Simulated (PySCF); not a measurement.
# C6H15P: the cost of one run

Programs: PySCF 2.14.0, with density-fitted response routines of our own. Each step states its level of theory. These are calculated values for one molecule in the gas phase, unless marked as measured. Atoms are numbered from 0 throughout.

## 1. The molecule as given

22 atoms, charge 0, multiplicity 1; geometry from: GFN2-xTB. The atoms were then displaced at random by about 0.01 Å, so the start is not that level's minimum.

Bonds of the start (Å): C0–C1 1.51, C1–P2 1.87, P2–C3 1.92, C3–C4 1.50, P2–C5 1.87, C5–C6 1.51, C0–H7 1.11, C0–H8 1.07, C0–H9 1.07, C1–H10 1.10, C1–H11 1.10, C3–H12 1.10, C3–H13 1.10, C4–H14 1.08, C4–H15 1.07, C4–H16 1.10, C5–H17 1.10, C5–H18 1.10, C6–H19 1.06, C6–H20 1.10, C6–H21 1.10.

## 2. Relaxing the molecule at PBE0-D3(BJ)/def2-SVP

What the job is given:

```
{"job": {"xc": "PBE0", "basis": "def2-SVP", "d3": "d3bj", "grid": 1, "shake": 0.01, "kind": "geom"}, "charge": 0, "multiplicity": 1}
C     -1.583450    -2.290670     0.335150
C     -0.274180    -1.551970     0.472120
P     -0.149420    -0.083400    -0.681930
C      1.587090     0.514800    -0.127860
C      2.677640    -0.324070    -0.735410
C     -1.163050     1.123670     0.317390
C     -1.205230     2.495920    -0.323110
H     -2.411730    -1.616940     0.629520
H     -1.767500    -2.553710    -0.684720
H     -1.627850    -3.162250     0.961300
H     -0.122070    -1.225910     1.516760
H      0.543250    -2.235530     0.215320
H      1.623990     1.557110    -0.473560
H      1.592730     0.508010     0.975670
H      2.596700    -0.343410    -1.809600
H      2.642550    -1.329710    -0.359030
H      3.650880     0.112730    -0.458150
H     -2.179510     0.712030     0.372970
H     -0.770700     1.176460     1.342340
H     -0.255240     2.966990    -0.336500
H     -1.902930     3.152110     0.221400
H     -1.567060     2.402090    -1.356560
```

Started as:

```sh
OMP_NUM_THREADS=1 python probes_run.py task.json out
```

This one command runs all jobs of the session in turn.

Q: Estimate the wall time and peak memory of this first job on 1 thread of Intel Xeon 6975P-C, shared host.

About 39 s, with a peak of 0.77 GiB.
